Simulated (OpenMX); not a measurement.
CuF:

```
Cu F
1.0
     2.47101    0.00000    0.00000
     0.00000    2.47101    0.00000
     0.00000    0.00000    3.41650
Cu F
1 1
Direct
  0.00000 0.00000 0.00000
  0.50000 0.50000 0.50000
```

The cell was built by a generator and needn't be a form met in nature.

Base run:

* Program: OpenMX 3.8.5
* Functional: PBE
* Dispersion: D3(BJ)
* Potentials or basis: OpenMX 2013 PBE set, Cu6.0H-s3p2d2, F6.0-s2p2d1, grid cutoff 500 Ry
* k mesh: 9 × 9 × 7
* Occupations: fermi-dirac, width 0.05 eV
* Spin: no spin polarisation

Its results: band gap on the k mesh none (metal or under the smearing width); pressure 2.5 GPa; largest force 0.056 eV/Å.

Question: The run is repeated on the same cell with these changes: dispersion from D3(BJ) to none. What comes out?

Answer: Band gap on the k mesh none (metal or under the smearing width); pressure 6.4 GPa; largest force 0.056 eV/Å.

Dispersion adds attraction, which lowers the pressure at fixed volume and, as a term added to the energy, leaves the levels alone.

Caveats: the basis of atomic orbitals isn't converged, which shifts pressures, moduli and gaps; the run has no spin polarisation, though such a crystal can be magnetic; semilocal functionals often make such compounds metallic where correlation or magnetic order opens a gap, which also shifts bond lengths; pairwise dispersion overbinds metals, which lowers pressure and volume (some runs).

Not every run made on this cell is shown here.
